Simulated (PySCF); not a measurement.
# SiH₄O₄: NMR shifts at several levels of theory, part 2 of 2

PySCF 2.14.0. Atoms count from 0. The steps go on from the part before.

### 9 Nuclear shieldings: KT2/pcSseg-2

Job settings and geometry (Å):

```
{"job": {"kind": "nmr", "xc": "KT2", "basis": "pcSseg-2", "pop": false}, "charge": 0, "multiplicity": 1}
O      0.050987     0.964079    -1.339748
Si     0.014203    -0.005273    -0.007794
O     -1.031574     0.699912     1.052582
O     -0.400459    -1.506232    -0.545636
O      1.438438    -0.181858     0.802355
H     -0.032999     1.905667    -1.164335
H     -0.907094     0.449674     1.972640
H     -0.993304    -1.519676    -1.302519
H      2.021663    -0.863744     0.456434
```

Method: GIAO KT2/pcSseg-2 NMR shielding, non-relativistic, gas phase.

What it wrote:

```text
coarse grid: 8448 points
cycle   1  E = -599.4820341824  dE =  9.153e-01  |g| = 1.582e+00  |ddm| = 2.255e+00
cycle   2  E = -598.3451839382  dE =  1.137e+00  |g| = 2.849e+00  |ddm| = 2.429e+00
cycle   3  E = -599.9211727751  dE = -1.576e+00  |g| = 9.977e-02  |ddm| = 1.829e+00
cycle   4  E = -599.9231263604  dE = -1.954e-03  |g| = 2.660e-02  |ddm| = 7.596e-02
cycle   5  E = -599.9232272666  dE = -1.009e-04  |g| = 9.015e-03  |ddm| = 2.467e-02
cycle   6  E = -599.9232426590  dE = -1.539e-05  |g| = 3.836e-03  |ddm| = 8.696e-03
cycle   7  E = -599.9232445243  dE = -1.865e-06  |g| = 2.187e-03  |ddm| = 2.802e-03
final grid: 78248 points
cycle   8  E = -599.9523366907  dE = -3.978e-04  |g| = 1.411e-02  |ddm| = 3.663e-02
cycle   9  E = -599.9523010544  dE =  3.564e-05  |g| = 1.863e-02  |ddm| = 1.568e-02
cycle  10  E = -599.9523540683  dE = -5.301e-05  |g| = 4.647e-03  |ddm| = 1.127e-02
cycle  11  E = -599.9523574415  dE = -3.373e-06  |g| = 1.085e-03  |ddm| = 2.445e-03
cycle  12  E = -599.9523576408  dE = -1.993e-07  |g| = 3.370e-04  |ddm| = 7.360e-04
cycle  13  E = -599.9523576587  dE = -1.789e-08  |g| = 9.373e-05  |ddm| = 2.017e-04
cycle  14  E = -599.9523576606  dE = -1.896e-09  |g| = 5.374e-06  |ddm| = 7.097e-05
cycle  15  E = -599.9523576606  dE =  3.070e-12  |g| = 5.995e-06  |ddm| = 5.304e-06
converged SCF energy = -599.9523576606

GIAO shielding tensors (ppm)
atom      isotropic    diamagn.    paramagn.     s11        s22        s33       span
  0 O      273.060     385.788    -112.728    247.998    251.973    319.210     71.213
  1 Si     410.052     877.780    -467.727    400.639    401.104    428.414     27.775
  2 O      272.754     385.736    -112.982    247.600    251.712    318.950     71.349
  3 O      273.336     385.762    -112.426    248.211    252.060    319.736     71.525
  4 O      272.715     385.764    -113.049    247.750    251.206    319.189     71.440
  5 H       29.618      31.321      -1.703     21.962     24.532     42.359     20.396
  6 H       29.615      31.326      -1.712     21.954     24.601     42.289     20.335
  7 H       29.607      31.319      -1.712     21.925     24.579     42.317     20.392
  8 H       29.612      31.300      -1.688     21.949     24.582     42.304     20.356
```

Run time: 24 s. Hardware: 1 thread of INTEL XEON PLATINUM 8581C at 2.10GHz, shared host; peak memory 0.75 GiB.

Key values: δ O0 51.4, Si1 -59.1, H5 1.56 ppm (means over like atoms).

### 10 Shielding tensors: KT3/pcSseg-2

Settings changed since step 9:

```diff
@@ -1,2 +1,2 @@
-{"job": {"kind": "nmr", "xc": "KT2", "basis": "pcSseg-2", "pop": false}, "charge": 0, "multiplicity": 1}
+{"job": {"kind": "nmr", "xc": "KT3", "basis": "pcSseg-2", "pop": false}, "charge": 0, "multiplicity": 1}
 O      0.050987     0.964079    -1.339748
```

Method: GIAO KT3/pcSseg-2 NMR shielding, non-relativistic, gas phase.

What it wrote:

```text
coarse grid: 8448 points
cycle   1  E = -598.8911874154  dE =  8.979e-01  |g| = 1.591e+00  |ddm| = 2.266e+00
cycle   2  E = -597.7320913173  dE =  1.159e+00  |g| = 2.852e+00  |ddm| = 2.505e+00
cycle   3  E = -599.3364802361  dE = -1.604e+00  |g| = 9.563e-02  |ddm| = 1.911e+00
cycle   4  E = -599.3382866948  dE = -1.806e-03  |g| = 1.532e-02  |ddm| = 6.562e-02
cycle   5  E = -599.3383087351  dE = -2.204e-05  |g| = 5.765e-03  |ddm| = 1.000e-02
cycle   6  E = -599.3383100611  dE = -1.326e-06  |g| = 5.195e-03  |ddm| = 6.027e-03
cycle   7  E = -599.3383149303  dE = -4.869e-06  |g| = 8.060e-04  |ddm| = 2.769e-03
final grid: 78248 points
cycle   8  E = -599.3631960598  dE = -4.034e-04  |g| = 2.010e-02  |ddm| = 3.586e-02
cycle   9  E = -599.3630962381  dE =  9.982e-05  |g| = 3.032e-02  |ddm| = 2.324e-02
cycle  10  E = -599.3632473032  dE = -1.511e-04  |g| = 3.378e-03  |ddm| = 1.564e-02
cycle  11  E = -599.3632489407  dE = -1.637e-06  |g| = 4.671e-04  |ddm| = 1.592e-03
cycle  12  E = -599.3632489665  dE = -2.576e-08  |g| = 2.975e-04  |ddm| = 4.580e-04
cycle  13  E = -599.3632489811  dE = -1.465e-08  |g| = 9.197e-05  |ddm| = 1.737e-04
cycle  14  E = -599.3632489828  dE = -1.671e-09  |g| = 4.294e-06  |ddm| = 6.021e-05
cycle  15  E = -599.3632489828  dE = -4.775e-12  |g| = 1.459e-06  |ddm| = 2.587e-06
converged SCF energy = -599.3632489828

GIAO shielding tensors (ppm)
atom      isotropic    diamagn.    paramagn.     s11        s22        s33       span
  0 O      277.564     386.469    -108.906    253.336    256.419    322.936     69.600
  1 Si     420.907     877.367    -456.460    411.826    412.281    438.614     26.788
  2 O      277.277     386.451    -109.174    252.848    256.318    322.665     69.817
  3 O      277.830     386.472    -108.642    253.452    256.620    323.420     69.968
  4 O      277.240     386.467    -109.227    252.995    255.813    322.912     69.916
  5 H       29.873      31.596      -1.722     22.172     24.803     42.645     20.473
  6 H       29.869      31.596      -1.727     22.161     24.871     42.577     20.416
  7 H       29.862      31.590      -1.728     22.133     24.849     42.603     20.470
  8 H       29.866      31.565      -1.699     22.156     24.852     42.591     20.435
```

Wall time 26 s (1 thread of INTEL XEON PLATINUM 8581C at 2.10GHz, shared host); peak memory 0.75 GiB.

Key values: δ O0 46.3, Si1 -62.7, H5 1.49 ppm (means over like atoms).

### 11 Nuclear shieldings: B97-D/pcSseg-2

Settings changed since step 10:

```diff
@@ -1,2 +1,2 @@
-{"job": {"kind": "nmr", "xc": "KT3", "basis": "pcSseg-2", "pop": false}, "charge": 0, "multiplicity": 1}
+{"job": {"kind": "nmr", "xc": "B97-D", "basis": "pcSseg-2", "pop": false}, "charge": 0, "multiplicity": 1}
 O      0.050987     0.964079    -1.339748
```

With the program's defaults for keys left out, this is: GIAO B97-D/pcSseg-2 NMR shielding, non-relativistic, gas phase.

What it wrote:

```text
coarse grid: 8448 points
cycle   1  E = -592.5413933760  dE =  8.877e-01  |g| = 1.605e+00  |ddm| = 2.292e+00
cycle   2  E = -591.3975293425  dE =  1.144e+00  |g| = 2.898e+00  |ddm| = 2.379e+00
cycle   3  E = -592.9798551917  dE = -1.582e+00  |g| = 1.012e-01  |ddm| = 1.797e+00
cycle   4  E = -592.9819477595  dE = -2.093e-03  |g| = 1.773e-02  |ddm| = 7.221e-02
cycle   5  E = -592.9819869590  dE = -3.920e-05  |g| = 6.952e-03  |ddm| = 1.304e-02
cycle   6  E = -592.9819931001  dE = -6.141e-06  |g| = 4.626e-03  |ddm| = 7.032e-03
cycle   7  E = -592.9819965523  dE = -3.452e-06  |g| = 1.352e-03  |ddm| = 2.619e-03
final grid: 78248 points
cycle   8  E = -592.9834973608  dE = -1.320e-04  |g| = 8.630e-03  |ddm| = 2.388e-02
cycle   9  E = -592.9834871129  dE =  1.025e-05  |g| = 1.044e-02  |ddm| = 7.125e-03
cycle  10  E = -592.9835032466  dE = -1.613e-05  |g| = 3.185e-03  |ddm| = 5.791e-03
cycle  11  E = -592.9835047418  dE = -1.495e-06  |g| = 5.294e-04  |ddm| = 1.522e-03
cycle  12  E = -592.9835047878  dE = -4.603e-08  |g| = 1.792e-04  |ddm| = 3.416e-04
cycle  13  E = -592.9835047927  dE = -4.890e-09  |g| = 4.788e-05  |ddm| = 1.101e-04
cycle  14  E = -592.9835047931  dE = -4.628e-10  |g| = 3.239e-06  |ddm| = 3.444e-05
converged SCF energy = -592.9835047931

GIAO shielding tensors (ppm)
atom      isotropic    diamagn.    paramagn.     s11        s22        s33       span
  0 O      278.515     386.753    -108.238    253.704    257.165    324.676     70.972
  1 Si     407.265     875.731    -468.467    398.066    398.537    425.192     27.126
  2 O      278.208     386.734    -108.526    253.183    257.064    324.377     71.195
  3 O      278.742     386.763    -108.022    253.754    257.341    325.129     71.375
  4 O      278.177     386.752    -108.575    253.331    256.572    324.628     71.297
  5 H       29.855      31.568      -1.713     22.164     24.786     42.615     20.451
  6 H       29.850      31.568      -1.718     22.153     24.853     42.545     20.392
  7 H       29.842      31.562      -1.719     22.126     24.830     42.571     20.445
  8 H       29.847      31.538      -1.691     22.148     24.834     42.559     20.411
```

Run time: 23 s. Hardware: 1 thread of INTEL XEON PLATINUM 8581C at 2.10GHz, shared host; peak memory 0.75 GiB.

In short: δ O0 46.8, Si1 -70.7, H5 1.55 ppm (means over like atoms).

### 12 Nuclear shieldings: B3LYP/pcSseg-2

Settings changed since step 11:

```diff
@@ -1,2 +1,2 @@
-{"job": {"kind": "nmr", "xc": "B97-D", "basis": "pcSseg-2", "pop": false}, "charge": 0, "multiplicity": 1}
+{"job": {"kind": "nmr", "xc": "B3LYP", "basis": "pcSseg-2", "pop": false}, "charge": 0, "multiplicity": 1}
 O      0.050987     0.964079    -1.339748
```

Method: GIAO B3LYP/pcSseg-2 NMR shielding, non-relativistic, gas phase.

What it wrote:

```text
coarse grid: 8448 points
cycle   1  E = -592.8691612540  dE =  7.962e-01  |g| = 1.437e+00  |ddm| = 2.255e+00
cycle   2  E = -592.3644963653  dE =  5.047e-01  |g| = 2.202e+00  |ddm| = 1.721e+00
cycle   3  E = -593.2128777914  dE = -8.484e-01  |g| = 6.664e-02  |ddm| = 1.143e+00
cycle   4  E = -593.2136794954  dE = -8.017e-04  |g| = 1.130e-02  |ddm| = 3.355e-02
cycle   5  E = -593.2136954171  dE = -1.592e-05  |g| = 2.111e-03  |ddm| = 5.994e-03
cycle   6  E = -593.2136959485  dE = -5.314e-07  |g| = 1.433e-03  |ddm| = 1.986e-03
final grid: 78248 points
cycle   7  E = -593.2011941795  dE = -6.521e-05  |g| = 4.121e-03  |ddm| = 1.736e-02
cycle   8  E = -593.2011927077  dE =  1.472e-06  |g| = 4.912e-03  |ddm| = 4.469e-03
cycle   9  E = -593.2011966482  dE = -3.941e-06  |g| = 1.087e-03  |ddm| = 2.621e-03
cycle  10  E = -593.2011968290  dE = -1.808e-07  |g| = 2.645e-04  |ddm| = 6.483e-04
cycle  11  E = -593.2011968408  dE = -1.178e-08  |g| = 7.177e-05  |ddm| = 1.684e-04
cycle  12  E = -593.2011968415  dE = -7.017e-10  |g| = 2.352e-05  |ddm| = 3.882e-05
converged SCF energy = -593.2011968415

GIAO shielding tensors (ppm)
atom      isotropic    diamagn.    paramagn.     s11        s22        s33       span
  0 O      278.081     386.569    -108.488    252.241    256.155    325.848     73.608
  1 Si     397.549     874.209    -476.660    388.366    388.828    415.453     27.088
  2 O      277.761     386.546    -108.784    251.743    255.992    325.548     73.805
  3 O      278.294     386.577    -108.283    252.312    256.275    326.296     73.985
  4 O      277.745     386.570    -108.825    251.916    255.511    325.807     73.890
  5 H       29.690      31.460      -1.771     21.924     24.515     42.630     20.705
  6 H       29.686      31.461      -1.775     21.915     24.581     42.560     20.645
  7 H       29.677      31.455      -1.778     21.887     24.558     42.585     20.698
  8 H       29.682      31.432      -1.750     21.909     24.563     42.574     20.665
```

Run time: 18 s. Hardware: 1 thread of INTEL XEON PLATINUM 8581C at 2.10GHz, shared host; peak memory 0.91 GiB.

In short: δ O0 47.9, Si1 -72.9, H5 1.71 ppm (means over like atoms).

### 13 NMR shieldings: PBE0/pcSseg-2

Settings changed since step 12:

```diff
@@ -1,2 +1,2 @@
-{"job": {"kind": "nmr", "xc": "B3LYP", "basis": "pcSseg-2", "pop": false}, "charge": 0, "multiplicity": 1}
+{"job": {"kind": "nmr", "xc": "PBE0", "basis": "pcSseg-2", "pop": false}, "charge": 0, "multiplicity": 1}
 O      0.050987     0.964079    -1.339748
```

With the program's defaults for keys left out, this is: GIAO PBE0/pcSseg-2 NMR shielding, non-relativistic, gas phase.

What it wrote:

```text
coarse grid: 8448 points
cycle   1  E = -592.4643015777  dE =  7.339e-01  |g| = 1.287e+00  |ddm| = 2.246e+00
cycle   2  E = -592.1852161194  dE =  2.791e-01  |g| = 1.800e+00  |ddm| = 1.425e+00
cycle   3  E = -592.7436508430  dE = -5.584e-01  |g| = 5.373e-02  |ddm| = 8.907e-01
cycle   4  E = -592.7441317443  dE = -4.809e-04  |g| = 1.042e-02  |ddm| = 2.630e-02
cycle   5  E = -592.7441485764  dE = -1.683e-05  |g| = 3.052e-03  |ddm| = 8.655e-03
cycle   6  E = -592.7441502895  dE = -1.713e-06  |g| = 6.480e-04  |ddm| = 2.372e-03
final grid: 78248 points
cycle   7  E = -592.7331190501  dE = -6.845e-05  |g| = 6.059e-03  |ddm| = 1.481e-02
cycle   8  E = -592.7331146362  dE =  4.414e-06  |g| = 7.794e-03  |ddm| = 5.879e-03
cycle   9  E = -592.7331243083  dE = -9.672e-06  |g| = 4.436e-04  |ddm| = 3.472e-03
cycle  10  E = -592.7331243351  dE = -2.681e-08  |g| = 1.730e-04  |ddm| = 2.461e-04
cycle  11  E = -592.7331243397  dE = -4.546e-09  |g| = 5.640e-05  |ddm| = 1.068e-04
cycle  12  E = -592.7331243402  dE = -4.974e-10  |g| = 1.409e-05  |ddm| = 3.089e-05
converged SCF energy = -592.7331243402

GIAO shielding tensors (ppm)
atom      isotropic    diamagn.    paramagn.     s11        s22        s33       span
  0 O      280.275     386.780    -106.505    254.640    259.402    326.783     72.143
  1 Si     405.461     874.834    -469.373    396.653    397.101    422.628     25.975
  2 O      279.962     386.746    -106.784    254.274    259.124    326.489     72.215
  3 O      280.482     386.779    -106.297    254.819    259.410    327.216     72.397
  4 O      279.947     386.770    -106.823    254.429    258.674    326.739     72.310
  5 H       29.515      31.177      -1.662     21.635     24.229     42.681     21.046
  6 H       29.511      31.181      -1.669     21.626     24.296     42.613     20.987
  7 H       29.502      31.174      -1.671     21.598     24.272     42.637     21.039
  8 H       29.508      31.150      -1.642     21.620     24.277     42.627     21.007
```

It took 17 s on 1 thread of INTEL XEON PLATINUM 8581C at 2.10GHz, shared host; peak memory 0.91 GiB.

In short: δ O0 48.0, Si1 -64.2, H5 1.74 ppm (means over like atoms).

### 14 NMR shieldings: mPW1PW91/pcSseg-2

Settings changed since step 13:

```diff
@@ -1,2 +1,2 @@
-{"job": {"kind": "nmr", "xc": "PBE0", "basis": "pcSseg-2", "pop": false}, "charge": 0, "multiplicity": 1}
+{"job": {"kind": "nmr", "xc": "mPW1PW91", "basis": "pcSseg-2", "pop": false}, "charge": 0, "multiplicity": 1}
 O      0.050987     0.964079    -1.339748
```

Level: GIAO mPW1PW91/pcSseg-2 NMR shielding, non-relativistic, gas phase.

What it wrote:

```text
coarse grid: 8448 points
cycle   1  E = -592.8210538022  dE =  7.415e-01  |g| = 1.318e+00  |ddm| = 2.248e+00
cycle   2  E = -592.5321688818  dE =  2.889e-01  |g| = 1.837e+00  |ddm| = 1.452e+00
cycle   3  E = -593.1122546923  dE = -5.801e-01  |g| = 5.463e-02  |ddm| = 9.121e-01
cycle   4  E = -593.1127559706  dE = -5.013e-04  |g| = 1.110e-02  |ddm| = 2.884e-02
cycle   5  E = -593.1127758331  dE = -1.986e-05  |g| = 3.252e-03  |ddm| = 9.309e-03
cycle   6  E = -593.1127777589  dE = -1.926e-06  |g| = 6.664e-04  |ddm| = 2.519e-03
final grid: 78248 points
cycle   7  E = -593.1020529362  dE = -6.298e-05  |g| = 3.137e-03  |ddm| = 1.614e-02
cycle   8  E = -593.1020524254  dE =  5.108e-07  |g| = 3.329e-03  |ddm| = 2.864e-03
cycle   9  E = -593.1020541544  dE = -1.729e-06  |g| = 5.965e-04  |ddm| = 1.722e-03
cycle  10  E = -593.1020542072  dE = -5.280e-08  |g| = 1.693e-04  |ddm| = 2.859e-04
cycle  11  E = -593.1020542118  dE = -4.577e-09  |g| = 5.011e-05  |ddm| = 1.063e-04
cycle  12  E = -593.1020542121  dE = -3.839e-10  |g| = 1.526e-05  |ddm| = 2.860e-05
converged SCF energy = -593.1020542121

GIAO shielding tensors (ppm)
atom      isotropic    diamagn.    paramagn.     s11        s22        s33       span
  0 O      280.054     386.749    -106.695    254.464    259.176    326.522     72.058
  1 Si     405.462     874.863    -469.400    396.649    397.096    422.642     25.993
  2 O      279.742     386.717    -106.975    254.096    258.910    326.219     72.123
  3 O      280.258     386.748    -106.490    254.640    259.190    326.944     72.304
  4 O      279.728     386.739    -107.010    254.252    258.459    326.474     72.221
  5 H       29.564      31.175      -1.611     21.693     24.298     42.703     21.010
  6 H       29.561      31.178      -1.618     21.683     24.364     42.634     20.951
  7 H       29.552      31.171      -1.620     21.656     24.341     42.659     21.003
  8 H       29.557      31.148      -1.590     21.678     24.346     42.649     20.971
```

Wall time 18 s (1 thread of INTEL XEON PLATINUM 8581C at 2.10GHz, shared host); peak memory 0.91 GiB.

In short: δ O0 47.2, Si1 -65.5, H5 1.73 ppm (means over like atoms).

### 15 Run by run: NMR shifts

Shifts (ppm), means over like atoms, with basis size and wall time:

| run | H5 | O0 | Si1 | functions | time |
| --- | --- | --- | --- | --- | --- |
| HF/pcSseg-2 | 2.21 | 30.1 | -73.0 | 243 | 8.8 s |
| LDA/pcSseg-2 | 1.82 | 64.2 | -63.4 | 243 | 19 s |
| PBE/pcSseg-2 | 1.55 | 54.4 | -64.1 | 243 | 23 s |
| BLYP/pcSseg-2 | 1.53 | 52.4 | -73.9 | 243 | 23 s |
| BP86/pcSseg-2 | 1.55 | 52.8 | -65.8 | 243 | 22 s |
| OPBE/pcSseg-2 | 1.50 | 49.5 | -56.8 | 243 | 21 s |
| KT2/pcSseg-2 | 1.56 | 51.4 | -59.1 | 243 | 24 s |
| KT3/pcSseg-2 | 1.49 | 46.3 | -62.7 | 243 | 26 s |
| B97-D/pcSseg-2 | 1.55 | 46.8 | -70.7 | 243 | 23 s |
| B3LYP/pcSseg-2 | 1.71 | 47.9 | -72.9 | 243 | 18 s |
| PBE0/pcSseg-2 | 1.74 | 48.0 | -64.2 | 243 | 17 s |
| mPW1PW91/pcSseg-2 | 1.73 | 47.2 | -65.5 | 243 | 18 s |
| measured | – | – | -72.2 | – | – |

Measured: solution, alcohol/water; C. Corminboeuf, T. Heine, J. Weber, Chem. Phys. Lett. 357 (2002) 1.

### 16 Results

What follows sums up all 2 parts.

| quantity | value |
| --- | --- |
| point group | S4 |
| rotational constants (main isotopes) | 4.09, 4.07, 3.61 GHz |
| 1H shifts against TMS (HF/pcSseg-2, means over atoms taken as alike) | 2.21 ppm |
| 17O shifts against H2O (HF/pcSseg-2, means over atoms taken as alike) | 30.1 ppm |
| 29Si shifts against TMS (HF/pcSseg-2) | -73.0 ppm |
| measured, and computed on the same scale | Si1 δ -72.2, -73.0 ppm |
| range of the shift of O0 | 30.1 to 64.2 ppm |

In words: Single values in the summary come from the first run of each kind that ended normally (HF/pcSseg-2), which need not be the best level. The start was shaken at random, so part of the energy gained undoes that. Over 9 steps the energy fell by 0.589 eV; of the close pairs, O0–H5 changed most, 1.037 to 0.961 Å. At HF/pcSseg-2: Shielding is most anisotropic at O0, O2, O3, O4 (span 66 ppm, paramagnetic term -91 ppm). The one measured 29Si shift is missed by -0.7 ppm (computed less measured, unscaled). Vibration, temperature and solvent are missing from the calculation, and it holds one conformer, so part of the miss against the measured shifts is not the functional's. Across the 12 runs the shift of O0 (with its like atoms) moves most, between 30.1 (HF/pcSseg-2) and 64.2 ppm (LDA/pcSseg-2). For the one measured 29Si shift, B3LYP/pcSseg-2 misses least (0.73 ppm, 18 s) and OPBE/pcSseg-2 most (15.39 ppm, 21 s); the quickest, HF/pcSseg-2, misses by 0.74 ppm in 8.8 s. One molecule ranks no method: errors cancel, and vibration and temperature are missing from all runs.
